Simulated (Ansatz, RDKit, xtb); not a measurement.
# Isomers of C2H8N2Si2, a sample narrowed down

A sample of isomers of C2H8N2Si2 is drawn. Aim: find which of them has the lowest free energy at 298.15 K, then its properties. The sample is small against all isomers, and the most stable one of this formula need not be in it.

Plan: many cheap relaxations first (GFN2-xTB), then density-functional screening, relaxation at PBE0-D3(BJ)/def2-SVP, vibrations (at GFN2-xTB) and a final energy. The numbers are computed, not measured.

### Step 1. Candidates

Isomers were taken from a list of plausible structures; this is a sample, not all of them. That gives 4 candidates.

```tsv
label	SMILES	spin
c115	C#C[SiH2]N[SiH2]N	singlet
c593	C#C[SiH2]N(N)[SiH3]	singlet
c710	C#C[Si@@H](N)N[SiH3]	singlet
c884	C#CN([SiH3])[SiH2]N	singlet
```

Candidates are built by distance geometry, with a force field where one applies, in up to four conformers (letters a to d).

**Question.** With final energies at CCSD(T)/def2-SVP + MP2/def2-TZVPP - MP2/def2-SVP, which structure will this search put lowest in free energy, and by what margin?

| quantity | value |
| --- | --- |
| lowest structure found | C#C[Si@@H](N)N[SiH3], singlet |
| next finalist | C#C[SiH2]N[SiH2]N, singlet, 1.7 kcal/mol higher in G |
| share at equilibrium, among the finalists | 94.6 % |

The lowest structure found is `C#C[Si@@H](N)N[SiH3]`. The margin, 1.7 kcal/mol, is modest. HF/STO-3G, r2SCAN-D4/def2-SVP, PBE0-D3(BJ)/def2-SVP, HF/def2-SVP and MP2/def2-SVP already put its bonding pattern lowest among the structures in one piece; GFN2-xTB favours the singlet C#CN([SiH3])[SiH2]N. 4 minima inside the window were never screened. Lowest found is not proven lowest: the search is finite, and each finalist counts with one conformer. Only 4 drawn patterns were tried, so whole families of isomers are missing, and the result ranks this sample alone.
